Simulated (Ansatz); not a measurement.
# ScH: the cost of one run

Method: DFT PBE+D3(BJ), scalar-relativistic, plane waves, PAW, in Ansatz 0.2.0.

## Step 1: The structure to begin with

Symmetry: P-3m1, No. 164, trigonal system. Conventional cell: a = 3.408 Å, b = 3.408 Å, c = 18.000 Å, α = 90.00°, β = 90.00°, γ = 120.00°. Sc (site symmetry 3m) has 3 H at 1.97 Å as nearest neighbours. H (site symmetry 3m) is surrounded by 3 Sc at 1.97 Å.

Coordinates:

```cif
data_structure
_symmetry_space_group_name_H-M 'P-3m1'
_symmetry_Int_Tables_number 164
_cell_length_a 3.4085
_cell_length_b 3.4085
_cell_length_c 18.0000
_cell_angle_alpha 90.000
_cell_angle_beta 90.000
_cell_angle_gamma 120.000
_cell_volume 181.10
loop_
_atom_site_label
_atom_site_type_symbol
_atom_site_symmetry_multiplicity
_atom_site_Wyckoff_symbol
_atom_site_fract_x
_atom_site_fract_y
_atom_site_fract_z
_atom_site_occupancy
Sc1 Sc 2 d 0.33333 0.66667 0.39500 1
H1 H 2 c 0.00000 0.00000 0.39500 1
```

A structure generator made this guess: sheets of the SiNi type as a bilayer. Lengths come from tabulated atomic sizes and are only a guess.

Only a and b are periodic; c spans vacuum, so the box's volume, pressure and space group aren't properties of the sheet.

## Step 2: A first look at the guess

input.yaml

```yaml
crystal:
  lattice:
    - [3.40845964, 0.0, 0.0]
    - [-1.70423025, 2.95181244, 0.0]
    - [0.0, 0.0, 18.0]
  atoms:
    - { symbol: Sc, position: [0.33333333, 0.66666667, 0.395] }
    - { symbol: Sc, position: [0.66666667, 0.33333333, 0.605] }
    - { symbol: H, position: [0.0, 0.0, 0.395] }
    - { symbol: H, position: [0.0, 0.0, 0.605] }
  periodic: [true, true, false]
basis:
  ecutwfc: 420
kpoints:
  mp_grid: { grid: [6, 6, 1] }
hamiltonian:
  xc: pbe
  dispersion: d3bj
scf:
  occupations: { method: gaussian, width: 0.1 }
  lower_state_search: "off"
output:
  forces: true
  stress: true
  eigenvalues: true
```

The run is started by

```bash
$ ansatz run input.yaml --threads 1 --pin off --max-ram 2048MiB --backend cpu --events-out ev --progress --plain --runs-dir out
```

Q: Estimate wall time and peak memory on 1 thread of Arm Neoverse V2, shared host.

About 2.7 s, with a peak of 0.44 GiB.
